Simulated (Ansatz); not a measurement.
Write a Python script for the Ansatz DFT code, driven from Python that makes a geometry optimisation of CH₆S₂Si, SMILES CSS[SiH3]. Use: PBE0, def2-SVP basis, multiplicity 1, D3BJ dispersion.

```xyz
10

C    -0.8161    1.3721   -1.0431
S     0.3892    1.5681    0.2401
S     1.6052   -0.0146   -0.1792
Si    0.7740   -1.5311    1.0230
H    -0.4032    1.4756   -2.0625
H    -1.5797    2.2540   -0.9548
H    -1.3837    0.4772   -0.9549
H    -0.6671   -1.6967    0.5671
H     0.7299   -1.1371    2.5021
H     1.4347   -2.8188    0.8650
```

Script `ch6s2si_opt.py`:
```python
"""Relax the CH6S2Si molecule."""

import ansatz as az
import numpy as np

BASIS_SET = "def2-SVP"
XC = "pbe0"
DISPERSION = "d3bj"

system = (
    az.Crystal.molecule()
    .atom("C", (-0.8161, 1.3721, -1.0431))
    .atom("S", (0.3892, 1.5681, 0.2401))
    .atom("S", (1.6052, -0.0146, -0.1792))
    .atom("Si", (0.774, -1.5311, 1.023))
    .atom("H", (-0.4032, 1.4756, -2.0625))
    .atom("H", (-1.5797, 2.254, -0.9548))
    .atom("H", (-1.3837, 0.4772, -0.9549))
    .atom("H", (-0.6671, -1.6967, 0.5671))
    .atom("H", (0.7299, -1.1371, 2.5021))
    .atom("H", (1.4347, -2.8188, 0.865))
)

setup = (
    system.calculation()
    .basis(gaussian=BASIS_SET)
    .functional(XC, dispersion=DISPERSION)
)
symbols = [site.symbol for site in system.cartesian_sites]
start = np.array([site.position_ang for site in system.cartesian_sites], dtype=float)
def progress(event):
    if event["event"] == "relax_step":
        row = event["data"]
        print(f"step {row['step']:3d}  E = {row['lagrangian_ev']:.6f} eV  max force {row['allowed_force_max_ev_ang']:.4f} eV/A")


report = setup.relax(force_tolerance=0.01).session().plan().execute(on_event=progress).report
end = np.array(report["positions_ang"])

print(f"E = {report['free_energy_ev']:.6f} eV = {report['free_energy_ev'] / 27.211386246:.7f} Ha")
print("converged:", report["converged"], " doubts:", report["published_state_doubts"] or "none")

print("final positions (A) and the move of each atom")
for symbol, xyz, old in zip(symbols, end, start):
    print(f"{symbol:2s} {xyz[0]:10.5f} {xyz[1]:10.5f} {xyz[2]:10.5f}   {np.linalg.norm(xyz - old):7.4f}")
with open("ch6s2si_opt.xyz", "w") as handle:
    handle.write(f"{len(symbols)}\nrelaxed CH6S2Si\n")
    handle.writelines(f"{s:2s} {x:11.6f} {y:11.6f} {z:11.6f}\n" for s, (x, y, z) in zip(symbols, end))
```

```console
$ python ch6s2si_opt.py
step   1  E = -30661.306820 eV  max force 2.7514 eV/A
step   2  E = -30661.508240 eV  max force 0.6235 eV/A
step   3  E = -30661.560971 eV  max force 0.3080 eV/A
step   4  E = -30661.565223 eV  max force 0.1254 eV/A
step   5  E = -30661.565057 eV  max force 0.1583 eV/A
step   6  E = -30661.566360 eV  max force 0.0115 eV/A
step   7  E = -30661.566446 eV  max force 0.0178 eV/A
step   8  E = -30661.566603 eV  max force 0.0138 eV/A
step   9  E = -30661.566643 eV  max force 0.0112 eV/A
step  10  E = -30661.566654 eV  max force 0.0039 eV/A
E = -30661.566680 eV = -1126.7917923 Ha
converged: True  doubts: none
final positions (A) and the move of each atom
C    -0.84169    1.38042   -1.06224    0.0330
S     0.37864    1.54030    0.26172    0.0368
S     1.68238   -0.03013   -0.19475    0.0802
Si    0.70120   -1.50186    1.03851    0.0800
H    -0.37454    1.52020   -2.04661    0.0553
H    -1.57602    2.18290   -0.89167    0.0952
H    -1.35442    0.40911   -1.01809    0.0974
H    -0.72267   -1.65227    0.61523    0.0859
H     0.76015   -1.11127    2.47544    0.0479
H     1.43017   -2.78870    0.82527    0.0500
```

`ch6s2si_opt.xyz`, as written:
```text
10
relaxed CH6S2Si
C    -0.841691    1.380416   -1.062239
S     0.378645    1.540303    0.261722
S     1.682381   -0.030129   -0.194752
Si    0.701198   -1.501858    1.038508
H    -0.374536    1.520197   -2.046614
H    -1.576022    2.182899   -0.891673
H    -1.354420    0.409108   -1.018094
H    -0.722669   -1.652266    0.615231
H     0.760146   -1.111268    2.475442
H     1.430168   -2.788702    0.825270
```

Reading the output:
- Total energies depend on the basis set; only differences at equal settings carry meaning.
- The end point is the stationary point reached from this start; no frequency run checks that it is a minimum, and the basis set is modest.
- Timing: 51 s on 1 thread of AMD EPYC 7R43 64-Core Processor (Zen 3) (shared host), peak memory 0.29 GiB.

(Lines on the test bed's own set-up are left out of the output.)
